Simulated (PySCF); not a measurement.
# Pm³⁰⁺, Sm³¹⁺: fine-structure interval with spin-orbit coupling

Wanted: the fine-structure interval of these ions, up a ladder of methods.

The numbers are computed with PySCF 2.14.0 (two-component X2C-1e, generalised determinants), except any that are marked as measured or tabulated.

## 1. Starting point

* Elements: promethium (Z = 61), samarium (Z = 62)
* Basis: one for each species, given in its step
* Hamiltonian: two-component X2C-1e, Gaussian nucleus, no Breit or QED terms; spin-orbit coupling, run by run: screened by Boettger's factors; bare
* Core shells frozen in the correlated runs: [Ne] (for Pm³⁰⁺)
* State 1: Pm³⁰⁺ 4p J=3/2: [Ar] 3d10 4s2 4p1; 4p3/2 filled at m_j = +3/2
* State 2: Sm³¹⁺ 4p J=3/2: [Ar] 3d10 4s2 4p1; 4p3/2 filled at m_j = +3/2
* Needed too, but not shown: Pm³⁰⁺ [Ar] 3d10 4s2 4p1 (2P), Sm³¹⁺ [Ar] 3d10 4s2 4p1 (2P)
* Methods: GHF, GMP2

The outer shells:

Pm30+ [Ar] 3d10 4s2 4p1
```
[Ar] core
3d [↑↓][↑↓][↑↓][↑↓][↑↓]
4s [↑↓]
4p [↑ ][  ][  ]
```

Sm31+ [Ar] 3d10 4s2 4p1
```
[Ar] core
3d [↑↓][↑↓][↑↓][↑↓][↑↓]
4s [↑↓]
4p [↑ ][  ][  ]
```

All steps ran in one process of a driver on top of PySCF, which takes the settings above as its task.

The integrals over 124 functions and the set-up took 0.53 s of CPU time.

## 2. Pm³⁰⁺ 4p J=3/2: the ladder of methods

Basis: an uncontracted even-tempered set (17 s from 2.8 bohr⁻², ratio 2.8; 13 p from 3.6 bohr⁻², ratio 2.8; 8 d from 6.4 bohr⁻², ratio 2.8; 4 f from 16 bohr⁻², ratio 3).

#### GHF (screened spin-orbit)

Output:

```text
cycle= 1 E= -9546.0735639433  delta_E= -9.55e+03  |FDS-SDF|= 0.176
cycle= 2 E= -9546.0796195505  delta_E= -0.00606  |FDS-SDF|= 0.00482
cycle= 3 E= -9546.0796885878  delta_E= -6.9e-05  |FDS-SDF|= 0.000373
cycle= 4 E= -9546.0796903892  delta_E= -1.8e-06  |FDS-SDF|= 7.34e-05
cycle= 5 E= -9546.0796904434  delta_E= -5.42e-08  |FDS-SDF|= 7.28e-06
cycle= 6 E= -9546.0796904443  delta_E= -9.5e-10  |FDS-SDF|= 2.21e-07
```

It used 5.5 s of CPU time after the integrals (shared host).

Occupied spinors:

```tsv
spinor shell	electrons	mean energy (eV)	weight of the nominal j	rms radius (bohr)
1s1/2	2	-46510.5	1.000	0.0264
2s1/2	2	-8582.1	1.000	0.107
2p1/2	2	-8173.3	1.000	0.0917
2p3/2	4	-7607.8	1.000	0.0977
3s1/2	2	-2710.1	1.000	0.274
3p1/2	2	-2533.4	1.000	0.265
3p3/2	4	-2413.6	1.000	0.277
3d3/2	4	-2118.9	0.999	0.247
3d5/2	6	-2093.1	1.000	0.251
4s1/2	2	-1213.9	1.000	0.587
4p3/2	1	-1119.7	1.000	0.601
```

M_J = 3/2, ⟨J²⟩ = 3.752, ⟨L²⟩ = 2.026, ⟨S²⟩ = 0.775.

#### GMP2 (screened spin-orbit)

The driver printed no log here.

It used 1.2 s of CPU time after the integrals (shared host).

With 21 electrons correlated and 74 very high virtual spinors dropped, the MP2 correlation energy is -0.85011 hartree. Largest pairs: 3d3/2-3d5/2 -0.1855, 3d5/2-3d5/2 -0.1302, 3d5/2-3p3/2 -0.0610, 3d3/2-3d3/2 -0.0563, 3d5/2-4s1/2 -0.0445.

#### GHF (bare spin-orbit)

Output:

```text
cycle= 1 E= -9546.4583574533  delta_E= -9.55e+03  |FDS-SDF|= 0.183
cycle= 2 E= -9546.4647263887  delta_E= -0.00637  |FDS-SDF|= 0.00498
cycle= 3 E= -9546.4647962655  delta_E= -6.99e-05  |FDS-SDF|= 0.000356
cycle= 4 E= -9546.4647980691  delta_E= -1.8e-06  |FDS-SDF|= 6.8e-05
cycle= 5 E= -9546.4647981141  delta_E= -4.5e-08  |FDS-SDF|= 7.63e-06
cycle= 6 E= -9546.4647981151  delta_E= -9.86e-10  |FDS-SDF|= 2.31e-07
```

It used 5.5 s of CPU time after the integrals (shared host).

The outer occupied spinors:

```tsv
spinor shell	electrons	mean energy (eV)	weight of the nominal j	rms radius (bohr)
2p3/2	4	-7602.1	1.000	0.0978
3s1/2	2	-2710.1	1.000	0.274
3p1/2	2	-2536.6	1.000	0.265
3p3/2	4	-2412.4	1.000	0.277
3d3/2	4	-2122.0	1.000	0.247
3d5/2	6	-2091.1	1.000	0.251
4s1/2	2	-1213.9	1.000	0.587
4p3/2	1	-1119.3	1.000	0.601
```

M_J = 3/2, ⟨J²⟩ = 3.752, ⟨L²⟩ = 2.028, ⟨S²⟩ = 0.777.

## 3. Sm³¹⁺ 4p J=3/2: the ladder of methods

Basis: an uncontracted even-tempered set (17 s from 2.9 bohr⁻², ratio 2.8; 13 p from 3.8 bohr⁻², ratio 2.8; 8 d from 6.8 bohr⁻², ratio 2.8; 4 f from 17 bohr⁻², ratio 3).

#### GHF (screened spin-orbit)

Output:

```text
cycle= 1 E= -9911.0047835701  delta_E= -9.91e+03  |FDS-SDF|= 0.187
cycle= 2 E= -9911.0110699640  delta_E= -0.00629  |FDS-SDF|= 0.00496
cycle= 3 E= -9911.0111371571  delta_E= -6.72e-05  |FDS-SDF|= 0.000362
cycle= 4 E= -9911.0111388536  delta_E= -1.7e-06  |FDS-SDF|= 6.93e-05
cycle= 5 E= -9911.0111388998  delta_E= -4.62e-08  |FDS-SDF|= 7.09e-06
cycle= 6 E= -9911.0111389006  delta_E= -8.44e-10  |FDS-SDF|= 2.07e-07
```

CPU time 6.7 s on a shared host, the integrals not counted.

Occupied spinors:

```tsv
spinor shell	electrons	mean energy (eV)	weight of the nominal j	rms radius (bohr)
1s1/2	2	-48235.6	1.000	0.0259
2s1/2	2	-8958.4	1.000	0.105
2p1/2	2	-8539.8	1.000	0.0898
2p3/2	4	-7931.3	1.000	0.0960
3s1/2	2	-2850.2	1.000	0.268
3p1/2	2	-2668.8	1.000	0.259
3p3/2	4	-2538.9	1.000	0.271
3d3/2	4	-2237.3	1.000	0.242
3d5/2	6	-2209.3	1.000	0.245
4s1/2	2	-1283.4	1.000	0.573
4p3/2	1	-1184.2	1.000	0.587
```

M_J = 3/2, ⟨J²⟩ = 3.751, ⟨L²⟩ = 2.028, ⟨S²⟩ = 0.777.

#### GMP2 (screened spin-orbit)

This step left no log, only its results.

CPU time 1.4 s on a shared host, the integrals not counted.

With 21 electrons correlated and 74 very high virtual spinors dropped, the MP2 correlation energy is -0.85178 hartree. Largest pairs: 3d3/2-3d5/2 -0.1855, 3d5/2-3d5/2 -0.1302, 3d5/2-3p3/2 -0.0610, 3d3/2-3d3/2 -0.0563, 3d5/2-4s1/2 -0.0449.

#### GHF (bare spin-orbit)

Output:

```text
cycle= 1 E= -9911.4262233698  delta_E= -9.91e+03  |FDS-SDF|= 0.194
cycle= 2 E= -9911.4328423794  delta_E= -0.00662  |FDS-SDF|= 0.00513
cycle= 3 E= -9911.4329104320  delta_E= -6.81e-05  |FDS-SDF|= 0.000346
cycle= 4 E= -9911.4329121306  delta_E= -1.7e-06  |FDS-SDF|= 6.33e-05
cycle= 5 E= -9911.4329121688  delta_E= -3.82e-08  |FDS-SDF|= 7.41e-06
cycle= 6 E= -9911.4329121697  delta_E= -8.51e-10  |FDS-SDF|= 2.17e-07
```

CPU time 5.8 s on a shared host, the integrals not counted.

The outer occupied spinors:

```tsv
spinor shell	electrons	mean energy (eV)	weight of the nominal j	rms radius (bohr)
2p3/2	4	-7925.3	1.000	0.0960
3s1/2	2	-2850.2	1.000	0.268
3p1/2	2	-2672.2	1.000	0.259
3p3/2	4	-2537.6	1.000	0.272
3d3/2	4	-2240.6	1.000	0.241
3d5/2	6	-2207.1	1.000	0.245
4s1/2	2	-1283.4	1.000	0.573
4p3/2	1	-1183.8	1.000	0.587
```

M_J = 3/2, ⟨J²⟩ = 3.751, ⟨L²⟩ = 2.030, ⟨S²⟩ = 0.779.

## 4. The energy differences

Fine-structure interval: Pm³⁰⁺ [Ar] 3d10 4s2 4p1 [4p1/2^1, M_J = 1/2] → Pm³⁰⁺ [Ar] 3d10 4s2 4p1 [4p3/2^1, M_J = 3/2].

```tsv
method	value (eV)
GHF (screened spin-orbit)	35.147
GMP2 (screened spin-orbit)	34.917
GHF (bare spin-orbit)	36.416
```

Fine-structure interval: Sm³¹⁺ [Ar] 3d10 4s2 4p1 [4p1/2^1, M_J = 1/2] → Sm³¹⁺ [Ar] 3d10 4s2 4p1 [4p3/2^1, M_J = 3/2].

```tsv
method	value (eV)
GHF (screened spin-orbit)	38.389
GMP2 (screened spin-orbit)	38.153
GHF (bare spin-orbit)	39.756
```

The differences also use runs on Pm³⁰⁺ [Ar] 3d10 4s2 4p1 (2P), Sm³¹⁺ [Ar] 3d10 4s2 4p1 (2P), which are not shown here.

## 5. Outcome

| quantity | value |
| --- | --- |
| fine-structure interval, Pm³⁰⁺ → 4p J=3/2 | GHF (screened spin-orbit) 35.147, GMP2 (screened spin-orbit) 34.917 eV |
| fine-structure interval, Sm³¹⁺ → 4p J=3/2 | GHF (screened spin-orbit) 38.389, GMP2 (screened spin-orbit) 38.153 eV |

**Reading.** For the first difference the methods span 1.499 eV, from GMP2 (screened spin-orbit) (34.917) to GHF (bare spin-orbit) (36.416). No reference value is at hand in this session. The basis is finite, and no extrapolation was made.
